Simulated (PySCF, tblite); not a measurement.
**C₄H₉B: geometry, infrared bands, NMR shifts and spin-spin couplings**

Wanted: the infrared bands, NMR shifts and spin-spin couplings of C₄H₉B (`BC1CCC1`), by calculation.

Programs: tblite 0.8.0 and PySCF 2.14.0, with density-fitted response routines of our own. Each step states its level of theory. These are calculated values for one molecule in the gas phase, unless marked as measured. Atoms are numbered from 0 throughout.

**1. The starting structure**

14 atoms, charge 0, multiplicity 1; geometry from: force field or distance geometry start.

Bonds of the start (Å): B0–C1 1.62, C1–C2 1.51, C2–C3 1.50, C3–C4 1.52, C4–C1 1.50, B0–H5 1.18, B0–H6 1.19, C1–H7 1.08, C2–H8 1.12, C2–H9 1.10, C3–H10 1.10, C3–H11 1.13, C4–H12 1.10, C4–H13 1.12.

**2. Optimising the geometry with GFN2-xTB**

Job settings and geometry (Å):

```
{"job": {"kind": "relax", "xc": "GFN2-xTB", "basis": "xTB"}, "charge": 0, "multiplicity": 1}
B      1.663100    -0.884900     0.195900
C      0.374300    -0.410700    -0.664600
C      0.099600     1.022900    -0.273000
C     -1.085600     0.600700     0.548900
C     -0.955600    -0.778900    -0.080500
H      2.678700    -0.462100    -0.238900
H      1.507900    -0.758700     1.372700
H      0.522200    -0.615300    -1.718000
H      0.936500     1.474000     0.314900
H     -0.129900     1.588000    -1.189600
H     -2.008800     1.140800     0.300400
H     -0.880500     0.516800     1.656000
H     -1.003800    -1.589500     0.655200
H     -1.718800    -0.843300    -0.901600
```

The run is started by

```sh
$ OMP_NUM_THREADS=1 python probes_run.py task.json out
```

One launch serves the whole session: the jobs run in the order shown.

**Question.** This job is followed by: GFN2-xTB harmonic vibrations, gas phase; GIAO PBE0/pcSseg-1 NMR shielding, non-relativistic, gas phase; B3LYP/pcJ-1 indirect spin-spin coupling, non-relativistic, gas phase. Predict these results of the whole session: strongest single infrared mode (GFN2-xTB); zero-point energy (GFN2-xTB); 13C shifts against TMS (PBE0/pcSseg-1, means over atoms taken as alike); 1H shifts against TMS (PBE0/pcSseg-1, means over atoms taken as alike); 11B shifts against BF3·OEt2 (PBE0/pcSseg-1); surface potential, 1st and 99th percentile; largest coupling of the table (B3LYP/pcJ-1).

The runs gave:

| quantity | value |
| --- | --- |
| strongest single infrared mode (GFN2-xTB) | 2669 cm⁻¹, 139 km/mol |
| zero-point energy (GFN2-xTB) | 74.7 kcal/mol |
| 13C shifts against TMS (PBE0/pcSseg-1, means over atoms taken as alike) | 38.9, 26.5, 18.1 ppm |
| 1H shifts against TMS (PBE0/pcSseg-1, means over atoms taken as alike) | 7.92, 2.58, 2.49, 2.37, 2.11, 1.87 ppm |
| 11B shifts against BF3·OEt2 (PBE0/pcSseg-1) | 91.7 ppm |
| surface potential, 1st and 99th percentile | -0.35 V and 1.38 V |
| largest coupling of the table (B3LYP/pcJ-1) | 1J(C,H) C2–H9, 140.2 Hz |

What this shows: Over 99 steps the energy fell by 0.675 eV; of the close pairs, B0–C1 changed most, 1.621 to 1.563 Å. The lowest mode is slightly imaginary (11i cm⁻¹), a soft motion within the noise of the Hessian, so the minimum is not strictly shown. The strongest single mode, at 2669 cm⁻¹, moves mainly H6 and H5. Unscaled tight-binding wavenumbers are off by several per cent, some by more. Its intensities can rank the bands wrongly. At PBE0/pcSseg-1: The largest span, 191 ppm, is at B0, where the paramagnetic term is -183 ppm. At PBE0/pcSseg-1, counted by nearest atom on the grid, the HOMO lies on C1 23 %; B0 16 %, the LUMO on B0 50 %; H5, H6 about 15 % each. In the run at B3LYP/pcJ-1, the largest coupling of the table is C2–H9 (mean over like pairs), 140.2 Hz, of which the Fermi-contact term gives 138.6 Hz. Couplings across rotatable bonds belong to this one conformer; where others are populated, the observed values are averages.
